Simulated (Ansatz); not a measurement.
# CH₅BOSi: a ladder of functionals and wavefunction methods

Aim: compute CH₅BOSi with functionals from several rungs and with coupled cluster. The yardstick is the atomisation energy at the CCSD(T) limit.

Method: functionals in def2-TZVPP, the program's frozen cores in correlated methods; program: Ansatz 0.2.0, Gaussian basis.

Levels to be run: LDA (SPW92), PBE-D4, revPBE-D4, BLYP-D4, r2SCAN-D4, B97M-V, PBE0-D4, B3LYP-D4, r2SCANh-D4, r2SCAN0-D4, HSE06-D4, BHLYP-D4, CAM-B3LYP-D4, LC-ωPBE, ωB97X-V, ωB97M-V, B2PLYP, PBE-QIDH; CCSD(T)/def2-SVP; CCSD(T)/def2-TZVPP; MP2/def2-QZVPP; extrapolation to the limit; RPA on PBE.

### 1 The relaxed structure

The geometry comes from an earlier relaxation with PBE0-D4 in a triple-zeta def2 set; it is a stationary point, not always the lowest conformer.

SMILES `B[SiH]1CO1`, 9 atoms, charge 0, spin multiplicity 1.

Atoms are counted from 1 here; the program's logs count them from 0.

Bond lengths: B1–Si2 1.974 Å, B1–H5 1.194 Å, B1–H6 1.195 Å, Si2–C3 1.837 Å, Si2–O4 1.685 Å, Si2–H7 1.482 Å, C3–O4 1.436 Å, C3–H8 1.088 Å, C3–H9 1.089 Å. Angles: Si2–B1–H5 119.5°, Si2–B1–H6 121.5°, H5–B1–H6 118.9°, B1–Si2–C3 116.7°, B1–Si2–O4 118.9°, B1–Si2–H7 121.5°, C3–Si2–O4 47.9°, C3–Si2–H7 117.2°, O4–Si2–H7 113.3°, Si2–C3–O4 60.5°, Si2–C3–H8 122.1°, Si2–C3–H9 119.1°, O4–C3–H8 114.2°, O4–C3–H9 114.3°, H8–C3–H9 114.5°, Si2–O4–C3 71.6°.

### 2 LDA

This LDA is Slater exchange with PW92 correlation.

Input file in.yaml:

```yaml
crystal:
  periodic: [false, false, false]
  atoms:
    - {symbol: B, position_ang: [-0.419598, 1.737058, -0.095867]}
    - {symbol: Si, position_ang: [0.509268, 0.093556, 0.482430]}
    - {symbol: C, position_ang: [0.015842, -1.468427, -0.348308]}
    - {symbol: O, position_ang: [-0.407770, -1.220710, 1.001375]}
    - {symbol: H, position_ang: [-1.608076, 1.730878, -0.208576]}
    - {symbol: H, position_ang: [0.185407, 2.716332, -0.416119]}
    - {symbol: H, position_ang: [1.862010, 0.140899, 1.087019]}
    - {symbol: H, position_ang: [-0.796412, -1.506960, -1.071287]}
    - {symbol: H, position_ang: [0.747830, -2.268928, -0.447769]}
basis:
  gaussian: {orbitals: def2-TZVPP}
hamiltonian: {xc: lda}
output: {orbitals: {seedname: orbitals}}
```

Started as:

```console
$ ansatz run in.yaml --threads 2 --pin off --events-out ev --progress --plain --max-ram 4352MiB
```

Further steps of the session: PBE-D4 (GGA); revPBE-D4 (GGA); BLYP-D4 (GGA); r2SCAN-D4 (meta-GGA); B97M-V (meta-GGA); PBE0-D4 (hybrid); B3LYP-D4 (hybrid); r2SCANh-D4 (hybrid); r2SCAN0-D4 (hybrid); HSE06-D4 (hybrid); BHLYP-D4 (hybrid); CAM-B3LYP-D4 (range-separated); LC-ωPBE (range-separated); ωB97X-V (range-separated); ωB97M-V (range-separated); B2PLYP (double hybrid); PBE-QIDH (double hybrid); CCSD(T) in def2-SVP; CCSD(T) in def2-TZVPP; MP2 in def2-QZVPP; RPA on PBE orbitals.

**Question.** What will the summary of the whole plan be? Wanted: atomisation energy, CCSD(T)/CBS; farthest beyond LDA; mean size of error, GGA; mean size of error, meta-GGA; mean size of error, hybrid; mean size of error, range-separated; mean size of error, double hybrid; gap, smallest and largest; T1 diagnostic.

The runs gave:

```
                               quantity                                                                           value
        atomisation energy, CCSD(T)/CBS                                                                   3143.2 kJ/mol
 functionals within 15.7 kJ/mol (0.5 %)  revPBE-D4, BLYP-D4, PBE0-D4, B3LYP-D4, r2SCANh-D4, HSE06-D4, LC-ωPBE, PBE-QIDH
                    farthest beyond LDA                                                         BHLYP-D4 (-83.7 kJ/mol)
                mean size of error, GGA                                                                     28.9 kJ/mol
           mean size of error, meta-GGA                                                                     34.1 kJ/mol
             mean size of error, hybrid                                                                     25.6 kJ/mol
    mean size of error, range-separated                                                                     15.4 kJ/mol
      mean size of error, double hybrid                                                                     19.5 kJ/mol
              gap, smallest and largest                                        2.58 eV (LDA (SPW92)), 9.36 eV (LC-ωPBE)
                          T1 diagnostic                                                                          0.0177
triples share of the correlation energy                                                                           4.0 %
```

The LDA atomisation energy is off by 467.4 kJ/mol (15 %): it overbinds. PBE-D4 is off by +73.3 kJ/mol. Double hybrids carry the basis error of their MP2 part in triple zeta, and no dispersion term here, so their miss is partly the set-up's. By mean error the best rung here is range-separated (15.4 kJ/mol) and the worst beyond LDA is meta-GGA (34.1 kJ/mol). The gap between the best rungs is small, so their order is not settled. Misses under about 15.7 kJ/mol are within the doubt on the reference itself, which lacks core-valence correlation, relativity and higher excitations. Hartree-Fock recovers 73 % of the binding; the rest is correlation. CCSD(T) in def2-SVP is off by -199.6 kJ/mol, which most functionals beat. Orbital gaps span 2.6 to 9.4 eV; exact exchange widens them.
